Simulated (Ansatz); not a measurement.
# SiW3: the cost of one run

Program: Ansatz 0.2.0. Level of theory: DFT PBEsol, scalar-relativistic, plane waves, PAW. These are calculated values, not measurements.

2 further runs of the same task are left out: 2 set aside as unsound or not needed. Runs told in other sessions of the task aren't counted.

## 1. The system as given

Symmetry: Im-3m, No. 229, cubic system. Conventional cell: a = 5.154 Å, b = 5.154 Å, c = 5.154 Å, α = 90.00°, β = 90.00°, γ = 90.00°. Around Si (site symmetry m-3m) lie 6 W at 2.58 Å. W (site symmetry 4/mmm) is surrounded by 2 Si at 2.58 Å and 4 W at 2.58 Å.

As a file:

```
CELL_PARAMETERS angstrom
-2.57720 2.57720 2.57720
2.57720 -2.57720 2.57720
2.57720 2.57720 -2.57720
ATOMIC_POSITIONS crystal
Si 0.00000 0.00000 0.00000
W 0.50000 0.50000 0.00000
W 0.50000 0.00000 0.50000
W 0.00000 0.50000 0.50000
```

It goes back to an entry of the Materials Project, which need not be the stable form.

This cell was relaxed beforehand with the same method: volume 17.12 Å³/atom, gap on the mesh none (metal).

## 2. The reference: the undisturbed cell on the scan's mesh

Contents of input.yaml:

```yaml
crystal:
  lattice:
    - [-2.5771952866, 2.5771952866, 2.5771952866]
    - [2.5771952866, -2.5771952866, 2.5771952866]
    - [2.5771952866, 2.5771952866, -2.5771952866]
  atoms:
    - { symbol: Si, position: [0.0, 0.0, 0.0] }
    - { symbol: W, position: [0.5, 0.5, 0.0] }
    - { symbol: W, position: [0.5, 0.0, 0.5] }
    - { symbol: W, position: [0.0, 0.5, 0.5] }
basis:
  ecutwfc: 420
kpoints:
  mp_grid: { grid: [14, 14, 14] }
hamiltonian:
  xc: pbesol
scf:
  occupations: { method: gaussian, width: 0.15 }
output:
  forces: true
  stress: true
  eigenvalues: true
```

On the command line:

```console
$ ansatz run input.yaml --threads 2 --pin off --max-ram 5120MiB --backend cpu --events-out ev --progress --plain --runs-dir out
```

**Question.** How long does this run take on 2 threads of Intel Xeon at 2.50GHz (Skylake/Cascade Lake), shared host, and how much memory does it need?

About 13 s, with a peak of 0.47 GiB.
